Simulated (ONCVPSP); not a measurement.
# Pseudopotential generation for bromine: ONCV, LDA (Perdew-Wang 92)

Do these settings give a usable potential? It is generated, then checked for transferability, scattering, ghosts and hardness.

Program: ONCVPSP 4.0.1.1 (patched build). Reference atom: LDA (Perdew-Wang 92), scalar-relativistic, spherical and spin-unpolarised. All values are calculated.

### Step 1. The atom and the settings

Typed settings, in words:

```json
{"element": "bromine (Br, Z = 35)", "type": "optimised norm-conserving Vanderbilt (ONCV)", "frozen core": "[Ar]", "valence charge": "17", "reference configuration": "3d10 4s2 4p4.5 (charge +0.5)", "partial waves": "4s: rc 1.35 bohr, ncon 3, nbas 7, qcut 4.3 1/bohr, 1 projector; 4p: rc 1.45 bohr, ncon 5, nbas 8, qcut 6 1/bohr, 1 projector; 3d: rc 0.85 bohr, ncon 4, nbas 8, qcut 21.3 1/bohr, 3 projectors, debl 0.7 Ha", "local potential": "polynomial inside 0.80 bohr (lpopt 5, dvloc0 1 Ha)", "core correction": "polynomial model core, fcfact 0.4"}
```

The nodes and maxima of the atom's own shells, from an earlier all-electron run, set the scale for the radii.

All-electron outer shells of the reference configuration (LDA (PZ), scalar-relativistic, ld1.x):

| shell | level (eV) | outermost node (bohr) | outermost maximum (bohr) |
| --- | --- | --- | --- |
| 3s | -242.57 | 0.23 | 0.48 |
| 3p | -178.58 | 0.21 | 0.48 |
| 3d | -72.37 | – | 0.43 |
| 4s | -25.28 | 0.67 | 1.41 |
| 4p | -12.66 | 0.70 | 1.64 |

### Step 2. Generation

File Br.dat:

```
# ATOM AND REFERENCE CONFIGURATION
# atsym  z   nc   nv     iexc    psfile
  Br 35.00    5    3  -001012      upf
#
#   n    l    f
    1    0    2.00
    2    0    2.00
    2    1    6.00
    3    0    2.00
    3    1    6.00
    3    2   10.00
    4    0    2.00
    4    1    4.50
#
# PSEUDOPOTENTIAL AND OPTIMIZATION
# lmax
    2
#
#   l,   rc,      ep,       ncon, nbas, qcut
    0    1.35    0.00    3    7    4.30
    1    1.45    0.00    5    8    6.00
    2    0.85    0.00    4    8   21.30
#
# LOCAL POTENTIAL
# lloc, lpopt,  rc(5),   dvloc0
    4    5    0.80    1.00
#
# VANDERBILT-KLEINMAN-BYLANDER PROJECTORs
# l, nproj, debl
    0    1    0.30
    1    1    3.30
    2    3    0.70
#
# MODEL CORE CHARGE
# icmod, fcfact, rcfact
    1    0.40    0.00
#
# LOG DERIVATIVE ANALYSIS
# epsh1, epsh2, depsh
   -4.00    5.00    0.02
#
# OUTPUT GRID
# rlmax, drl
    6.00    0.01
#
# TEST CONFIGURATIONS
# ncnf
    4
# nvcnf
#   n    l    f
    3
    3    2   10.00
    4    0    2.00
    4    1    5.00
#
    3
    3    2   10.00
    4    0    2.00
    4    1    4.00
#
    3
    3    2   10.00
    4    0    2.00
    4    1    3.00
#
    3
    3    2   10.00
    4    0    1.00
    4    1    6.00
#
```

On the command line:

```bash
$ oncvpsp.x < Br.dat > Br.out
```

What does the calculation give? Wanted: cutoffs for 1 and 0.1 mHa per electron, occupied waves; bound ghosts; GHOST(+) flags; largest test error; largest phase difference near zero energy, channels read; rms error of d²Exc/dn², without and with the model core; projector energies reset by the program.

The runs gave:

| quantity | value |
| --- | --- |
| cutoffs for 1 and 0.1 mHa per electron, occupied waves | 166 Ha and 186 Ha |
| bound ghosts | s at -186.35 eV |
| GHOST(+) flags | p at 24 eV |
| largest test error (AE − PS) | +20 meV, for 3d10 4s2 4p3 |
| largest phase difference near zero energy, channels read | 0.063 rad |
| rms error of d²Exc/dn², without and with the model core | 8.76 and 3.29 mHa |
| projector energies reset by the program | d: -2.659, 0.250, 0.950 Ha |

It has a bound ghost (s), a state that the atom doesn't have, and that rules the file out. The worst unpolarised test, 3d10 4s2 4p3, is off by 20 meV on 30.5 eV; by total energies transferability rates as good. Atomic tests can pass in spite of a ghost, since they solve only for the levels asked. It counts as very hard, with 166 Ha needed at the looser tolerance. At the looser tolerance the 3d wave is the slowest; 4s needs 37 Ha. Of the channels read, p scatters worst near zero energy, by up to 0.06 rad. The pseudo curves have a pole with no partner nearby in the atom's: p at 0.70 Ha. At positive energy that is a spurious or a displaced resonance. The program also flags highly localised states, GHOST(+) (p).
